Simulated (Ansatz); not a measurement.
**BiB: how the settings move a single-point run**

Aim: see which settings change the result for BiB, by how much, and at what cost. The cell is built on a prototype (rocksalt) and needn't be the phase found in nature.

Program: Ansatz 0.2.0. Level of theory: reference: DFT, PBE, plane waves, PAW. These are calculated values, not measurements.

6 further runs of the same task are left out: 1 for a known fault of the program, 5 that didn't finish.

### Step 1. The starting structure

The structure is cubic, space group Fm-3m (No. 225). Conventional cell: a = 5.254 Å, b = 5.254 Å, c = 5.254 Å, α = 90.00°, β = 90.00°, γ = 90.00°. B (site symmetry m-3m) is surrounded by 6 Bi at 2.63 Å. Bi (site symmetry m-3m) has 6 B at 2.63 Å as nearest neighbours.

As a file:

```cif
data_structure
_symmetry_space_group_name_H-M 'P 1'
_symmetry_Int_Tables_number 1
_cell_length_a 3.7149
_cell_length_b 3.7149
_cell_length_c 3.7149
_cell_angle_alpha 60.000
_cell_angle_beta 60.000
_cell_angle_gamma 60.000
_cell_volume 36.25
loop_
_atom_site_label
_atom_site_type_symbol
_atom_site_fract_x
_atom_site_fract_y
_atom_site_fract_z
_atom_site_occupancy
B1 B 0.00000 0.00000 0.00000 1
Bi1 Bi 0.50000 0.50000 0.50000 1
```

### Step 2. The reference run

input.yaml

```yaml
crystal:
  lattice:
    - [0.0, 2.6268329169, 2.6268329169]
    - [2.6268329169, 0.0, 2.6268329169]
    - [2.6268329169, 2.6268329169, 0.0]
  atoms:
    - { symbol: B, position: [0.0, 0.0, 0.0] }
    - { symbol: Bi, position: [0.5, 0.5, 0.5] }
kpoints:
  mp_grid: { grid: [6, 6, 6] }
hamiltonian:
  xc: pbe
scf:
  occupations: { method: fermi_dirac, width: 0.02 }
  n_extra_bands: 4
output:
  forces: true
  stress: true
  eigenvalues: true
```

Launch:

```bash
$ ansatz run input.yaml --threads 4 --pin off --max-ram 3686MiB --backend cpu --events-out ev --progress --plain --runs-dir out
```

### Step 3. Changed: xc mr2scan

Changes to input.yaml since step 2:

```diff
@@ -11,3 +11,3 @@
 hamiltonian:
-  xc: pbe
+  xc: mr2scan
 scf:
```

What does the calculation give? Wanted: for each run, ending; energy change; pressure; gap; force.

**Answer**, as computed:

| run | ending | energy change | pressure (GPa) | gap (eV) | force (eV/Å) | cycles | time |
| --- | --- | --- | --- | --- | --- | --- | --- |
| reference | converged | - | 1.3 | 0.00 | 0.00 | 6 | 2.3 s |
| 1: xc mr2scan | converged | not comparable | 0.5 | 0.00 | 0.00 | 6 | 4.2 s |

Residual by cycle in the longest SCF loop of each run; runs are numbered as in the table. The quantity is the density residual dr2, in eV.

| cycle | reference | run 1 |
| --- | --- | --- |
| 1 | 5.3e-4 | 0.00747 |
| 2 | 1.7e-4 | 9.5e-4 |
| 3 | 2.8e-5 | 1.7e-4 |
| 4 | 3.9e-6 | 1.5e-6 |
| 5 | 1.9e-7 | 5.1e-7 |
| 6 | 5.4e-10 | 5.4e-9 |

What this shows: After a change of functional the difference of the totals has no physical meaning; the pressure goes from 1.3 to 0.5 GPa. At this fixed cell a lower pressure means that this functional prefers a smaller volume than the reference. Cost: 4.2 s against 2.3 s.
